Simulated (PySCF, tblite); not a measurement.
# C6H9FO2Si: geometry, infrared bands and NMR shifts

Wanted: the infrared bands and NMR shifts of C6H9FO2Si (`C=CCO[C@@H]1C=C(F)[SiH2]O1`), by calculation.

The runs use tblite 0.8.0 and PySCF 2.14.0, with density-fitted response routines of our own; the level of theory stands in each step. All values are computed, except where a source is named. Atoms count from 0, in the outputs and in this text.

### 1 The starting structure

19 atoms, charge 0, multiplicity 1; geometry from: force field or distance geometry start.

Bonds of the start (Å): C0–C1 1.30, C1–C2 1.45, C2–O3 1.35, O3–C4 1.39, C4–C5 1.51, C5–C6 1.32, C6–F7 1.33, C6–Si8 1.87, Si8–O9 1.74, O9–C4 1.38, C0–H10 1.10, C0–H11 1.08, C1–H12 1.11, C2–H13 1.14, C2–H14 1.15, C4–H15 1.12, C5–H16 1.09, Si8–H17 1.45, Si8–H18 1.44.

### 2 Relaxing the molecule with GFN2-xTB

The job: settings as JSON, then the geometry in Å.

```
{"job": {"kind": "relax", "xc": "GFN2-xTB", "basis": "xTB"}, "charge": 0, "multiplicity": 1}
C      2.597600     0.594100     0.554500
C      2.433700    -0.003000    -0.593100
C      1.245100    -0.231000    -1.388300
O      0.058800     0.247900    -0.949200
C     -0.392900    -0.304500     0.239300
C     -1.580600    -1.202400    -0.007200
C     -2.728300    -0.555700     0.067200
F     -3.988400    -0.947100    -0.065600
Si    -2.195900     1.190700     0.494100
O     -0.706300     0.628800     1.207500
H      3.617700     0.627800     0.968500
H      1.854600     1.082600     1.166000
H      3.368000    -0.429900    -1.014700
H      1.103900    -1.351100    -1.548800
H      1.494100     0.205500    -2.421200
H      0.375100    -1.002100     0.670400
H     -1.478700    -2.272100    -0.213000
H     -3.091700     1.714200     1.509500
H     -1.995700     2.016600    -0.668200
```

The run is started by

```sh
OMP_NUM_THREADS=1 python probes_run.py task.json out
```

The driver reads the jobs from task.json and runs them one after another.

**Question.** This job is followed by: GFN2-xTB harmonic vibrations, gas phase; GIAO PBE0/pcSseg-1 NMR shielding, non-relativistic, gas phase. What will the session give for the following? strongest single infrared mode (GFN2-xTB); zero-point energy (GFN2-xTB); ¹³C shifts against TMS (PBE0/pcSseg-1); ¹H shifts against TMS (PBE0/pcSseg-1); ¹⁷O shifts against H2O (PBE0/pcSseg-1); ¹⁹F shifts against CFCl3 (PBE0/pcSseg-1); ²⁹Si shifts against TMS (PBE0/pcSseg-1).

**Answer**, as computed:

| quantity | value |
| --- | --- |
| strongest single infrared mode (GFN2-xTB) | 2307 cm⁻¹, 351 km/mol |
| zero-point energy (GFN2-xTB) | 84.8 kcal/mol |
| ¹³C shifts against TMS (PBE0/pcSseg-1) | 180.7, 146.5, 133.6, 121.9, 108.0, 74.2 ppm |
| ¹H shifts against TMS (PBE0/pcSseg-1) | 6.44, 6.31, 5.96, 5.87, 5.60, 5.27, 5.09, 4.80, 4.10 ppm |
| ¹⁷O shifts against H2O (PBE0/pcSseg-1) | 101.1, 72.4 ppm |
| ¹⁹F shifts against CFCl3 (PBE0/pcSseg-1) | -132.6 ppm |
| ²⁹Si shifts against TMS (PBE0/pcSseg-1) | -26.6 ppm |

**Reading.** The optimisation took 199 steps and gained 1.083 eV; among the close pairs (by a distance rule), Si8–O9 changed most, from 1.745 to 1.636 Å. All 51 modes are real, so the xTB geometry is a minimum. The strongest single mode, at 2307 cm⁻¹, moves mainly H18. GFN2-xTB is a fitted tight-binding method: band positions and strengths are rough. Its intensities can rank the bands wrongly. At PBE0/pcSseg-1: The widest tensor belongs to F7: span 287 ppm, with a paramagnetic part of -167 ppm.
